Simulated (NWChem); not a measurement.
# AgI (SMILES [Ag][I]): levels of theory compared

Aim: a comparison of 5 runs (PBE0/def2-TZVP, PBE0/def2-TZVPD, PBE0/def2-SVP, PBE0/def2-SVPD, PBE0/def2-QZVPD) of AgI. 

The calculation is run with NWChem 7.3.0.

### Step 1. The structure to begin with

AgI: 2 atoms, total charge 0, spin state singlet. SMILES: `[Ag][I]`. Geometry: the measured bond length.

Bond lengths: Ag1–I2 2.545 Å.

### Step 2. Energy and gradient at PBE0/def2-TZVP (core potential) (run 1)

The input, nw.nw:

```
start nw
title "AgI gradient"
memory total 2200 mb

geometry noautosym nocenter noautoz
 Ag       0.000000       0.000000       0.000000
 I        0.000000       0.000000       2.544621
end

basis spherical bse
 * library def2-TZVP
end

ecp bse
 Ag library def2-TZVP
 I library def2-TZVP
end

dft
 xc pbe0
 grid fine
 convergence energy 1e-08
 maxiter 100
 mulliken
 print low
end

task dft gradient
```

Command:

```bash
$ nwchem nw.nw > nw.out
```

The program printed:

```text
[...]
 d= 0,ls=0.0,diis     1   -444.6961987136 -5.43D+02  9.16D-03  6.13D-01     3.2
[...]
 d= 0,ls=0.0,diis     9   -444.7540665988 -8.21D-09  1.11D-06  1.00D-08    16.4
         Total DFT energy =     -444.754066598802
      One electron energy =     -976.931368010750
           Coulomb energy =      469.821601785457
    Exchange-Corr. energy =      -36.424901993497
 Nuclear repulsion energy =       98.780601619988
[...]
      Total Density - Mulliken Population Analysis
     ---------------------------------------------
    Atom       Charge   Shell Charges
 -----------   ------   -------------------------------------------------------
    1 Ag  19    18.65   0.03 -0.41  1.65  0.74  0.49  0.04  5.24  0.75  0.14  0.04  5.79  3.23  0.92  0.00
    2 I   25    25.35   0.19 -0.78  1.62  0.99  1.15  0.80 -0.49  6.44  1.39  2.80  1.21  9.18  0.81  0.04  0.00  0.01
[...]
                         DFT ENERGY GRADIENTS
    atom               coordinates                        gradient
                 x          y          z           x          y          z
   1 Ag      0.000000   0.000000   0.000000    0.000000  -0.000000   0.003608
   2 I       0.000000   0.000000   4.808636   -0.000000   0.000000  -0.003608
 Task  times  cpu:       23.6s     wall:       23.6s
 Total times  cpu:       23.7s     wall:       23.7s
```

It took 25 s on 1 thread of Intel Xeon Platinum 8488C (Sapphire Rapids), shared host; peak memory 0.13 GiB.

### Step 3. Energy and gradient at PBE0/def2-TZVPD (core potential) (run 2)

The input, geom.nw:

```
start geom
title "AgI"
memory 2200 mb

geometry noautosym nocenter noautoz
   Ag       0.000000       0.000000       0.000000
   I        0.000000       0.000000       2.544621
end

basis spherical bse
   * library def2-TZVPD
end

ecp bse
   Ag library def2-TZVPD
   I library def2-TZVPD
end

dft
   xc pbe0
   mult 1
   grid fine
   convergence energy 1e-08
   maxiter 100
   mulliken
   print low
end

task dft gradient
```

Command:

```bash
$ nwchem geom.nw > geom.out
```

The program printed:

```text
[...]
 d= 0,ls=0.0,diis     1   -444.6964222161 -5.43D+02  8.80D-03  6.14D-01     3.7
[...]
 d= 0,ls=0.0,diis     9   -444.7544716027 -8.78D-09  1.18D-06  1.18D-08    19.8
         Total DFT energy =     -444.754471602670
      One electron energy =     -976.906200970656
           Coulomb energy =      469.794859243345
    Exchange-Corr. energy =      -36.423731495348
 Nuclear repulsion energy =       98.780601619988
[...]
      Total Density - Mulliken Population Analysis
     ---------------------------------------------
    Atom       Charge   Shell Charges
 -----------   ------   -------------------------------------------------------
    1 Ag  19    18.81   0.03 -0.41  1.65  0.73  0.54  0.13  5.24  0.75  0.16  0.04  5.79  3.23  0.92  0.00
    2 I   25    25.19   0.19 -0.78  1.62  0.99  1.15  0.81 -0.06 -0.49  6.44  1.38  2.85  1.07  0.01  9.18  0.81  0.04 -0.01  0.00  0.01
[...]
                         DFT ENERGY GRADIENTS
    atom               coordinates                        gradient
                 x          y          z           x          y          z
   1 Ag      0.000000   0.000000   0.000000   -0.000000   0.000000   0.003411
   2 I       0.000000   0.000000   4.808636    0.000000  -0.000000  -0.003411
 Task  times  cpu:       30.2s     wall:       30.2s
 Total times  cpu:       30.3s     wall:       30.3s
```

It took 31 s on 1 thread of Intel Xeon Platinum 8488C (Sapphire Rapids), shared host; peak memory 0.13 GiB.

### Step 4. Energy and forces at PBE0/def2-SVP (core potential) (run 3)

The input, mymol.nw:

```
start mymol
title "AgI"
memory 2200 mb

geometry units angstroms noautosym nocenter noautoz
Ag       0.000000       0.000000       0.000000
I        0.000000       0.000000       2.544621
end

basis spherical bse
* library def2-SVP
end

ecp bse
Ag library def2-SVP
I library def2-SVP
end

dft
xc pbe0
grid fine
convergence energy 1e-08
iterations 100
mulliken
noprint "final vectors analysis"
end

task dft gradient
```

Command:

```bash
$ nwchem mymol.nw > mymol.out
```

The program printed:

```text
[...]
          Wavefunction type:  closed shell.
          No. of atoms     :     2
          No. of electrons :    44
[...]
          Charge           :     0
          Spin multiplicity:     1
[...]
          AO basis - number of functions:    57
[...]
              XC Information
              --------------
                         PBE0 Method XC Functional
                     Hartree-Fock (Exact) Exchange  0.250
          PerdewBurkeErnzerhof Exchange Functional  0.750
            Perdew 1991 LDA Correlation Functional  1.000 local
           PerdewBurkeErnz. Correlation Functional  1.000 non-local
[...]
 d= 0,ls=0.0,diis     1   -444.6511569548 -5.43D+02  1.78D-02  3.89D-01     1.3
[...]
 d= 0,ls=0.0,diis    10   -444.7086992686 -7.12D-10  1.07D-06  7.44D-10     9.0
         Total DFT energy =     -444.708699268629
      One electron energy =     -976.887180785962
           Coulomb energy =      469.824090500457
    Exchange-Corr. energy =      -36.426210603112
 Nuclear repulsion energy =       98.780601619988
[...]
      Total Density - Mulliken Population Analysis
     ---------------------------------------------
    Atom       Charge   Shell Charges
 -----------   ------   -------------------------------------------------------
    1 Ag  19    18.72  -0.49  1.68  0.81  0.51  0.05  5.97  0.13  0.10  8.96  1.00  0.00
    2 I   25    25.28   0.22  1.83  1.32  0.59  3.12  2.94  2.58  2.67  9.80  0.22
[...]
  wavefunction    = closed shell
                         DFT ENERGY GRADIENTS
    atom               coordinates                        gradient
                 x          y          z           x          y          z
   1 Ag      0.000000   0.000000   0.000000    0.000000  -0.000000   0.006816
   2 I       0.000000   0.000000   4.808636   -0.000000   0.000000  -0.006816
[...]
```

It took 13 s on 1 thread of Intel Xeon Platinum 8488C (Sapphire Rapids), shared host; peak memory 0.12 GiB.

Run 4 isn't shown in full; the table further down has it.

### Step 5. Energy and forces at PBE0/def2-QZVPD (core potential) (run 5)

The input, agi.nw:

```
start agi
title "AgI PBE0"
memory total 2200 mb

geometry units angstrom noautosym nocenter noautoz
   Ag       0.000000       0.000000       0.000000
   I        0.000000       0.000000       2.544621
end

basis spherical bse
   * library def2-QZVPD
end

ecp bse
   Ag library def2-QZVPD
   I library def2-QZVPD
end

dft
   xc pbe0
   grid fine
   convergence energy 1e-08
   maxiter 100
   mulliken
   noprint "final vectors analysis"
end

task dft gradient
```

Command:

```bash
$ nwchem agi.nw > agi.out
```

The program printed:

```text
[...]
          Wavefunction type:  closed shell.
          No. of atoms     :     2
          No. of electrons :    44
[...]
          Charge           :     0
          Spin multiplicity:     1
[...]
          AO basis - number of functions:   163
[...]
              XC Information
              --------------
                         PBE0 Method XC Functional
                     Hartree-Fock (Exact) Exchange  0.250
          PerdewBurkeErnzerhof Exchange Functional  0.750
            Perdew 1991 LDA Correlation Functional  1.000 local
           PerdewBurkeErnz. Correlation Functional  1.000 non-local
[...]
 d= 0,ls=0.0,diis     1   -444.6992376442 -5.43D+02  4.11D-03  6.32D-01    15.1
[...]
 d= 0,ls=0.0,diis    10   -444.7586227871 -1.09D-09  2.86D-07  3.37D-09   108.1
         Total DFT energy =     -444.758622787053
      One electron energy =     -976.946674034993
           Coulomb energy =      469.832581326877
    Exchange-Corr. energy =      -36.425131698927
 Nuclear repulsion energy =       98.780601619988
[...]
      Total Density - Mulliken Population Analysis
     ---------------------------------------------
    Atom       Charge   Shell Charges
 -----------   ------   -------------------------------------------------------
    1 Ag  19    18.56  -0.02 -0.38  1.55  0.83  0.31  0.13  0.08  4.93  0.98  0.16  0.06 -0.00  4.20  3.45  1.92  0.35  0.00  0.00  0.00  0.00
    2 I   25    25.44   0.03  0.71  1.15  0.21  0.84  0.90  0.14  0.00  0.00  5.43  0.77  1.80  2.60  0.79  0.01  8.96  0.90  0.16  0.01  0.00  0.00  0.00  0.00  0.01  0.00
[...]
  wavefunction    = closed shell
                         DFT ENERGY GRADIENTS
    atom               coordinates                        gradient
                 x          y          z           x          y          z
   1 Ag      0.000000   0.000000   0.000000    0.000000   0.000000   0.001656
   2 I       0.000000   0.000000   4.808636   -0.000000  -0.000000  -0.001656
[...]
```

It took 2.6 min on 1 thread of Intel Xeon Platinum 8488C (Sapphire Rapids), shared host; peak memory 0.17 GiB.

### Step 6. Overview of the runs

```csv
run,level,core potential,energy (Eh),largest force (eV/Å),wall time
1,PBE0/def2-TZVP (core potential),def2-TZVP,-444.754067,0.186,25 s
2,PBE0/def2-TZVPD (core potential),def2-TZVPD,-444.754472,0.175,31 s
3,PBE0/def2-SVP (core potential),def2-SVP,-444.708699,0.350,13 s
4,PBE0/def2-SVPD (core potential),def2-SVPD,-444.710335,0.382,18 s
5,PBE0/def2-QZVPD (core potential),def2-QZVPD,-444.758623,0.085,2.6 min
```

### Step 7. Results

| quantity | value |
| --- | --- |
| run 5: total energy | -444.75862 Eh |
| run 5: dipole moment | 4.94 D |
| run 5: largest force on an atom | 0.085 eV/Å |

**Reading.** Over runs 3, 4, 5 the dipole moment (its size) runs from 4.90 D (PBE0/def2-SVP) to 5.07 D (PBE0/def2-SVPD). All runs together took 4 min, the longest 2.6 min.
